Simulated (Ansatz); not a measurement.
# CH3BrMg: up Jacob's ladder to CCSD(T)

The task here is to estimate one member of a computed series from the others.

The runs use Ansatz 0.2.0, Gaussian basis; functionals in def2-TZVPP, the program's frozen cores in correlated methods.

Levels to be run: LDA (SPW92), PBE-D4, revPBE-D4, BLYP-D4, r2SCAN-D4, B97M-V, PBE0-D4, B3LYP-D4, r2SCANh-D4, r2SCAN0-D4, HSE06-D4, BHLYP-D4, CAM-B3LYP-D4, LC-ωPBE, ωB97X-V, ωB97M-V, B2PLYP, PBE-QIDH; CCSD(T)/def2-SVP; CCSD(T)/def2-TZVPP; MP2/def2-QZVPP; extrapolation to the limit; RPA on PBE.

## The relaxed structure

All runs share one geometry, relaxed beforehand with PBE0-D4 in a triple-zeta def2 set.

SMILES `[CH3][Mg][Br]`, 6 atoms, charge 0, spin multiplicity 1.

Atoms are counted from 1 here; the program's logs count them from 0.

Bond lengths: C1–Mg2 2.067 Å, C1–H4 1.094 Å, C1–H5 1.094 Å, C1–H6 1.094 Å, Mg2–Br3 2.345 Å. Angles: Mg2–C1–H4 111.4°, Mg2–C1–H5 111.4°, Mg2–C1–H6 111.4°, H4–C1–H5 107.5°, H4–C1–H6 107.5°, H5–C1–H6 107.5°, C1–Mg2–Br3 180.0°.

Set-up of the first run:

Input file in.yaml:

```yaml
crystal:
  periodic: [false, false, false]
  atoms:
    - {symbol: C, position_ang: [-0.585104, 0.486970, -0.428299]}
    - {symbol: Mg, position_ang: [0.805089, -0.681620, 0.559304]}
    - {symbol: Br, position_ang: [2.382528, -2.007212, 1.679836]}
    - {symbol: H, position_ang: [-1.483329, -0.085429, -0.676841]}
    - {symbol: H, position_ang: [-0.180094, 0.884770, -1.363150]}
    - {symbol: H, position_ang: [-0.897091, 1.338522, 0.183050]}
basis:
  gaussian: {orbitals: def2-TZVPP}
hamiltonian: {xc: lda}
output: {orbitals: {seedname: orbitals}}
```

Among the steps run: LDA; PBE-D4 (GGA); revPBE-D4 (GGA); BLYP-D4 (GGA); r2SCAN-D4 (meta-GGA); B97M-V (meta-GGA); PBE0-D4 (hybrid); B3LYP-D4 (hybrid); r2SCANh-D4 (hybrid); r2SCAN0-D4 (hybrid); HSE06-D4 (hybrid); BHLYP-D4 (hybrid); CAM-B3LYP-D4 (range-separated); LC-ωPBE-D4 (range-separated; the results give it without D4); ωB97X-V (range-separated); ωB97M-V (range-separated); B2PLYP (double hybrid); PBE-QIDH (double hybrid).

One of the session's tables, all rows but one given; the rest of the session is left out.

It belongs to the step «Frontier levels by functional». 

```
  functional  HOMO (eV)  gap (eV)
 LDA (SPW92)      -6.58      4.59
      PBE-D4      -6.39      4.60
   revPBE-D4          ?         ?
     BLYP-D4      -6.26      4.50
   r2SCAN-D4      -6.58      5.22
      B97M-V      -6.65      4.91
     PBE0-D4      -7.56      6.46
    B3LYP-D4      -7.36      5.98
  r2SCANh-D4      -7.03      5.87
  r2SCAN0-D4      -7.70      6.84
    HSE06-D4      -7.17      5.71
    BHLYP-D4      -8.65      8.09
CAM-B3LYP-D4      -8.93      8.54
     LC-ωPBE     -10.29     10.96
     ωB97X-V      -9.91     10.44
     ωB97M-V      -9.78      9.93
```

Estimate the missing values for revPBE-D4.

The run gave: HOMO (eV): -6.31; gap (eV): 4.62. In the column «HOMO (eV)» it lies between PBE-D4 (-6.39) and BLYP-D4 (-6.26).
